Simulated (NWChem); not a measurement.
**B2H4F2 (SMILES [BH2-]1[F+][BH2-][F+]1): HF/3-21G**

What is the vertical singlet–triplet gap of B2H4F2 at HF/3-21G? 

The results are computed with NWChem 7.3.0.

3 further runs of the same task are left out: 3 set aside as unsound or not needed.

## Step 1: The molecule

B2H4F2 has 8 atoms, charge 0, and is taken as a singlet. As SMILES, `[BH2-]1[F+][BH2-][F+]1`. The coordinates come from a PBE0-D4/def2-TZVP relaxation.

Bond lengths: B1–F2 1.538 Å, F2–B3 1.538 Å, B1–F4 1.538 Å, B3–F4 1.538 Å, B1–H5 1.190 Å, B1–H6 1.190 Å, B3–H7 1.190 Å, B3–H8 1.190 Å. Some angles: B1–F2–B3 91.9°, F2–B1–F4 88.1°, F2–B3–F4 88.1°, B1–F4–B3 91.9°, F2–B1–H5 110.0°, F2–B1–H6 110.0°, F4–B1–H5 110.0°, F4–B1–H6 110.0°, F2–B3–H7 110.0°, F2–B3–H8 110.0°.

## Step 2: Energy and gradient at HF/3-21G

sp.nw reads:

```
start sp
title "B2F2H4"
memory 2200 mb

geometry noautosym nocenter noautoz
 B     -0.488000     0.947300    -0.293800
 F      0.637300     0.536000     0.670600
 B      0.488000    -0.947200     0.293900
 F     -0.636800    -0.535900    -0.671100
 H     -0.036000     1.557300    -1.210300
 H     -1.440200     1.308400     0.322000
 H      1.440200    -1.309100    -0.321600
 H      0.035400    -1.556800     1.210300
end

basis spherical bse
 * library 3-21G
end

scf
 thresh 1e-08
 maxiter 80
end

task scf gradient
```

On the command line:

```sh
$ nwchem sp.nw > sp.out
```

The log of the run, shortened:

```text
[...]
  functions       =    44
[...]
  wavefunction    = RHF
[...]
         Total SCF energy =   -249.311125948447
      One-electron energy =   -579.576365677928
      Two-electron energy =    211.764555155337
 Nuclear repulsion energy =    118.500684574145
        Time for solution =      1.2s
[...]
                         RHF ENERGY GRADIENTS
    atom               coordinates                        gradient
                 x          y          z           x          y          z
   1 B      -0.922186   1.790137  -0.555201    0.016754  -0.032574   0.010118
   2 F       1.204322   1.012893   1.267250    0.002488   0.002026   0.002594
   3 B       0.922186  -1.789948   0.555390   -0.016786   0.032629  -0.010018
   4 F      -1.203378  -1.012704  -1.268195   -0.002480  -0.002054  -0.002621
   5 H      -0.068030   2.942870  -2.287135    0.002904   0.003056  -0.005215
   6 H      -2.721583   2.472517   0.608492   -0.005304   0.001598   0.003744
   7 H       2.721583  -2.473840  -0.607736    0.005324  -0.001623  -0.003779
   8 H       0.066896  -2.941925   2.287135   -0.002900  -0.003058   0.005176
[...]
```

Run time: 2.6 s. Hardware: 1 thread of Intel Xeon Platinum 8223CL at 3.00GHz (Skylake/Cascade Lake), shared host; peak memory 0.099 GiB.

## Step 3: The triplet: a single-point energy at UHF/3-21G

b2f2h4.xyz reads:

```xyz
8
B2F2H4
B     -0.488000     0.947300    -0.293800
F      0.637300     0.536000     0.670600
B      0.488000    -0.947200     0.293900
F     -0.636800    -0.535900    -0.671100
H     -0.036000     1.557300    -1.210300
H     -1.440200     1.308400     0.322000
H      1.440200    -1.309100    -0.321600
H      0.035400    -1.556800     1.210300
```

run.py reads:

```python
from ase.io import read
from ase.calculators.nwchem import NWChem

mol = read('b2f2h4.xyz')

calc = NWChem(
    label='b2f2h4',
    theory='scf',
    memory='2200 mb',
    basis='3-21G',
    basispar='spherical bse',
    scf={'nopen': '2', 'uhf': None, 'thresh': '1e-08', 'maxiter': '80', 'print': 'low'},
    task='energy',
)
mol.calc = calc

e = mol.get_potential_energy()
print(f"E = {e:.6f} eV")
```

On the command line:

```sh
$ export ASE_NWCHEM_COMMAND="nwchem PREFIX.nwi > PREFIX.nwo"
$ python run.py
```

The log of the run:

```text
E = -6774.650868 eV
```

The calculator wrote b2f2h4.nwi:

```
title "b2f2h4"

permanent_dir b2f2h4

scratch_dir b2f2h4

start b2f2h4

geometry units angstrom nocenter noautosym noautoz
  B  -4.8799999999999999e-01 9.4730000000000003e-01 -2.9380000000000001e-01
  F  6.3729999999999998e-01 5.3600000000000003e-01 6.7059999999999997e-01
  B  4.8799999999999999e-01 -9.4720000000000004e-01 2.9389999999999999e-01
  F  -6.3680000000000003e-01 -5.3590000000000004e-01 -6.7110000000000003e-01
  H  -3.5999999999999997e-02 1.5572999999999999e+00 -1.2102999999999999e+00
  H  -1.4401999999999999e+00 1.3084000000000000e+00 3.2200000000000001e-01
  H  1.4401999999999999e+00 -1.3090999999999999e+00 -3.2160000000000000e-01
  H  3.5400000000000001e-02 -1.5568000000000000e+00 1.2102999999999999e+00
end

memory 2200 mb

basis spherical bse noprint
   * library 3-21G
end

scf
  nopen 2
  uhf
  thresh 1e-08
  maxiter 80
  print low
end

task scf energy
```

b2f2h4.nwo, shortened:

```text
[...]
  functions       =    44
[...]
  wavefunction    = UHF
[...]
         Total SCF energy =   -248.963829418344
      One electron energy =   -579.472806915212
      Two electron energy =    212.008292922724
 Nuclear repulsion energy =    118.500684574144
                       Sz =      1.0000
                 Sz(Sz+1) =      2.0000
                      S^2 =      2.0142
[...]
```

It took 9.3 s on 1 thread of Intel Xeon Platinum 8223CL at 3.00GHz (Skylake/Cascade Lake), shared host; peak memory 0.099 GiB.

## Step 4: Results

At HF/3-21G:

```
                                        quantity          value
                           singlet: total energy  -249.31113 Eh
                          singlet: dipole moment         0.00 D
                            singlet: HOMO energy      -13.20 eV
                            singlet: LUMO energy        4.82 eV
                          singlet: HOMO–LUMO gap       18.02 eV
               singlet: largest force on an atom     1.956 eV/Å
                           triplet: total energy  -248.96383 Eh
                                   triplet: ⟨S²⟩          2.014
vertical energy of the triplet above the singlet       9.450 eV
```

At this shape the triplet lies 9.45 eV (218 kcal/mol) above the singlet. The largest force (singlet) is 1.96 eV/Å: the shape isn't a stationary point for this species at this level. Mulliken charges (singlet) run from -0.41 on F2 to +0.56 on B1; they depend strongly on the basis.
